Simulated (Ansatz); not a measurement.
C2H5BFN, SMILES BC(=N)CF, a rigid torsion scan

Program: the Ansatz DFT code, driven from Python.

`torsion_c2h5bfn.py`:
```python
"""Rigid torsion scan of C2H5BFN."""

import logging
import sys

import ansatz as az
from ase import Atoms

logging.basicConfig(stream=sys.stdout, format="%(levelname)s %(message)s")
logger = logging.getLogger("c2h5bfn")
logger.setLevel(logging.INFO)

atoms = Atoms(["B", "C", "N", "C", "F", "H", "H", "H", "H", "H"], positions=[
    (-0.3594, -0.0775, 1.5789),
    (0.3376, -0.0286, 0.1897),
    (1.5852, 0.1208, 0.1644),
    (-0.3616, -0.0912, -1.0979),
    (-0.7293, 1.1684, -1.5495),
    (-1.5853, -0.1096, 1.604),
    (0.2268, 0.0617, 2.5803),
    (2.188, 0.1774, -0.7108),
    (-1.3782, -0.6479, -0.9059),
    (0.1593, -0.6248, -1.8503),
])

# start the scan from a relaxed geometry
first = (
    az.Crystal.molecule_from_ase(atoms).calculation()
    .basis(gaussian="def2-SVP")
    .functional("r2scan0")
    .relax(force_tolerance=0.02, max_steps=80)
)
atoms.positions = first.run(threads=1, pin="off").report["positions_ang"]

start = atoms.get_dihedral(2, 1, 0, 5)
energies = {}
for turn in range(0, 360, 30):
    turned = atoms.copy()
    turned.set_dihedral(2, 1, 0, 5, start + turn, indices=[0, 5, 6])
    calculation = (
        az.Crystal.molecule_from_ase(turned).calculation()
        .basis(gaussian="def2-SVP")
        .functional("r2scan0")
    )
    energies[round((start + turn) % 360)] = calculation.run(threads=1, pin="off").report["free_energy_ev"]
floor = min(energies.values())
logger.info("dihedral N2-C1-B0-H5 (deg)   E - E(min) (kcal/mol)")
for angle, e in sorted(energies.items()):
    logger.info(f"{angle:8d} {23.060548 * (e - floor):14.3f}  " + "#" * int(30 * (e - floor) / max(max(energies.values()) - floor, 1e-9)))
```

```console
$ python torsion_c2h5bfn.py
INFO dihedral N2-C1-B0-H5 (deg)   E - E(min) (kcal/mol)
INFO       29          4.144  #####################
INFO       59          1.362  #######
INFO       89          0.121
INFO      119          1.348  ######
INFO      149          4.099  #####################
INFO      179          5.784  ##############################
INFO      209          3.984  ####################
INFO      239          1.212  ######
INFO      269          0.000
INFO      299          1.205  ######
INFO      329          3.904  ####################
INFO      359          5.734  #############################
```

The scan is rigid and the energies are electronic, in a modest basis. With rigid groups the curve can differ much from the relaxed path, the start wasn't checked as a minimum of this torsion, and equivalent turns needn't return to the same energy. Run time: 4.7 min on 1 thread of Arm Neoverse V2, on a shared host, peak memory 0.28 GiB.
